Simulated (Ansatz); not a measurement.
HPbNO4:

```
H Pb N O
1.0
     6.85877    0.00000    0.00000
     0.00000    4.22865    0.00000
    -3.39101    0.00000    7.27459
H Pb N O
2 2 2 8
Direct
  0.22549 0.75000 0.50730
  0.77451 0.25000 0.49270
  0.30229 0.25000 0.28494
  0.69771 0.75000 0.71506
  0.21484 0.75000 0.83567
  0.78516 0.25000 0.16433
  0.33078 0.75000 0.45338
  0.40909 0.75000 0.86901
  0.15508 0.75000 0.96537
  0.07083 0.75000 0.66955
  0.66922 0.25000 0.54661
  0.59091 0.25000 0.13099
  0.84492 0.25000 0.03463
  0.92917 0.25000 0.33045
```

The cell was built by a generator and needn't be a form met in nature.

Base run:

| Quantity | Value |
| --- | --- |
| Program | Ansatz 0.2.0 |
| Functional | LDA |
| Potentials or basis | Ansatz PAW |
| Cutoff | 420 eV (not typed: the program's choice for these potentials) |
| k mesh | 5 × 6 × 4 |
| Occupations | fermi-dirac, width 0.05 eV |
| Spin | no spin polarisation |

Its results: band gap on the k mesh 2.99 eV, indirect (least direct gap 3.17 eV); pressure -5.8 GPa; largest force 0.952 eV/Å.

Problem. The run is repeated on the same cell with these changes: functional from LDA to PBE. What comes out?

Solution. Band gap on the k mesh 3.08 eV, indirect (least direct gap 3.29 eV); pressure 0.0 GPa; largest force 0.005 eV/Å.

PBE binds less tightly than LDA, so the same cell stands under more pressure.

Caveats: spin-orbit coupling is left out, which as a rule narrows the gap of such compounds by several tenths of an eV; the PAW data sets come from PBE, with cores solved anew for the run's functional, which leaves a small shift of forces and pressure (some runs); odd divisions of the mesh miss points on the zone boundary, where band edges often lie, so the gap on the mesh can be too wide (some runs).
